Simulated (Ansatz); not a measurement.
# Ti: a line through a two-coordinate scan

Computed with Ansatz 0.2.0 (DFT LDA, scalar-relativistic, plane waves, PAW, unless a step's input says otherwise).

## Step 1: The system as given

Symmetry: Fm-3m, No. 225, cubic system. Conventional cell: a = 4.001 Å, b = 4.001 Å, c = 4.001 Å, α = 90.00°, β = 90.00°, γ = 90.00°. Ti (site symmetry m-3m) is surrounded by 12 Ti at 2.83 Å.

As a file:

```cif
data_structure
_symmetry_space_group_name_H-M 'P 1'
_symmetry_Int_Tables_number 1
_cell_length_a 2.8292
_cell_length_b 2.8292
_cell_length_c 2.8292
_cell_angle_alpha 60.000
_cell_angle_beta 60.000
_cell_angle_gamma 60.000
_cell_volume 16.01
loop_
_atom_site_label
_atom_site_type_symbol
_atom_site_fract_x
_atom_site_fract_y
_atom_site_fract_z
_atom_site_occupancy
Ti1 Ti 0.00000 0.00000 0.00000 1
```

It is the result of an earlier relaxation at this level (volume 16.01 Å³/atom; gap on the mesh: none (metal)).

## Step 2: Plan of the line

The energy is mapped over volume and a fixed ferromagnetic moment.

- volume per atom: 7 values from 13.13 to 18.89 Å³
- total spin moment of the cell, held fixed: 9 values from 0.000 to 1.000 μB

Nothing else is relaxed (shape and fractional coordinates fixed). Points are written as (first, second).

## Step 3: The run at (13.13 Å³, 0.500 μB)

input.yaml reads:

```yaml
crystal:
  lattice:
    - [0.0, 1.8724558086, 1.8724558086]
    - [1.8724558086, 0.0, 1.8724558086]
    - [1.8724558086, 1.8724558086, 0.0]
  atoms:
    - { symbol: Ti, position: [0.0, 0.0, 0.0], spin: 0.5 }
basis:
  ecutwfc: 520.0
kpoints:
  mp_grid: { grid: [22, 22, 22] }
hamiltonian:
  xc: lda
scf:
  occupations: { method: gaussian, width: 0.15 }
  lower_state_search: "off"
output:
  forces: true
  stress: true
  eigenvalues: true
  populations: true
magnetization:
  spin_polarized: true
  initial_magnetization: 0.5
  spin_locking: { lock_magnetization: hard }
```

On the command line:

```sh
$ ansatz run input.yaml --threads 1 --pin off --max-ram 2048MiB --backend cpu --events-out ev --progress --plain --runs-dir out
```

What time and memory should one allow on 1 thread of Intel Xeon 6975P-C (Granite Rapids), shared host?

About 6.7 s, with a peak of 0.43 GiB.
